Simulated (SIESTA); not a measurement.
MgMn2Al2O6:

```xyz
11
Lattice="5.1245 0.0000 0.0000 2.5608 4.4420 0.0000 0.0043 2.9381 4.9348" Properties=species:S:1:pos:R:3 pbc="T T T"
Mn    2.5667    1.4719    0.6424
Mn    5.1229    5.9082    4.2924
Al    2.5634    4.4316    2.6043
Al    5.1263    2.9485    2.3304
Mg    0.0000    0.0000    0.0000
O     6.1253    4.2135    1.3344
O     0.5999    1.4506    1.3389
O     3.5375    3.1887    1.3268
O     4.1522    4.1914    3.6079
O     7.0898    5.9295    3.5958
O     1.5643    3.1666    3.6004
```

The cell comes from a database or a generator and needn't be the stable form of this composition.

```yaml
Program: SIESTA 5.4.2
Task: single point
Functional: PBEsol
Potentials_or_basis: PseudoDojo 0.4 standard (PBEsol files)
Basis: DZP (energy shift 0.003 Ry; two zetas on semicore shells)
Grid_cutoff: 800 Ry
Energy_shift: 0.003 Ry
k_mesh: 6 × 7 × 6
Occupations: fermi-dirac, width 0.05 eV
Spin: collinear spin, ferromagnetic start
Starting_moments: "[4.0, 4.0, 0.0, 0.0, 0.0, 0.0, 0.0, 0.0, 0.0, 0.0, 0.0] μB"
```

On this cell: pressure -5.1 GPa; largest force 0.406 eV/Å; net moment 10.00 μB per cell; site moments Mn +4.80; Al +0.04; Mg -0.05; O +0.06 μB; band gap on the k mesh 1.75 eV, indirect (least direct gap 1.89 eV).

The same run follows on a disturbed copy (atoms moved at random, drawn with an rms of 0.05 Å):

```
Mn Al Mg O
1.0
     5.12453    0.00000    0.00000
     2.56081    4.44197    0.00000
     0.00431    2.93813    4.93477
Mn Al Mg O
2 2 1 6
Direct
  0.37820 0.24638 0.13128
  0.61576 0.75881 0.86717
  0.17334 0.64039 0.52513
  0.83156 0.35575 0.47209
  0.00334 0.00436 0.99003
  0.80707 0.76801 0.26335
  0.04730 0.13405 0.26862
  0.43140 0.53958 0.28068
  0.58004 0.44706 0.73555
  0.96562 0.85722 0.71893
  0.18730 0.22811 0.73119
```

What changes?

The energy moves by +25.5 meV/atom; pressure -4.2 GPa; largest force 1.700 eV/Å; net moment 10.00 μB per cell; site moments Mn +4.81; Al +0.03; Mg -0.05; O +0.06 μB; band gap on the k mesh 1.74 eV, indirect (least direct gap 1.89 eV).

Forces on the atoms (eV/Å):
```
Mn   0.087  0.157  0.439
Mn   0.357 -0.408 -0.379
Al   0.863  0.524 -0.156
Al  -0.655 -0.893 -0.235
Mg  -0.409 -0.137  0.888
O    0.455  0.295 -0.117
O    0.600  0.817 -0.188
O   -1.108 -0.802 -1.009
O    0.438  0.709  0.352
O   -0.970 -0.090  0.712
O    0.342 -0.173 -0.310
```

Stress tensor (GPa, compression positive):
```
-5.53  0.40 -0.22
 0.40 -5.54 -0.43
-0.22 -0.43 -1.59
```

Caveats: short orbitals over semicore shells can move pressures by several GPa; an odd mesh through Γ misses points on the zone boundary, where band edges often lie; the basis of atomic orbitals isn't converged, which shifts pressures, moduli and gaps; only a ferromagnetic start was run, and an antiferromagnetic order may lie lower in energy.
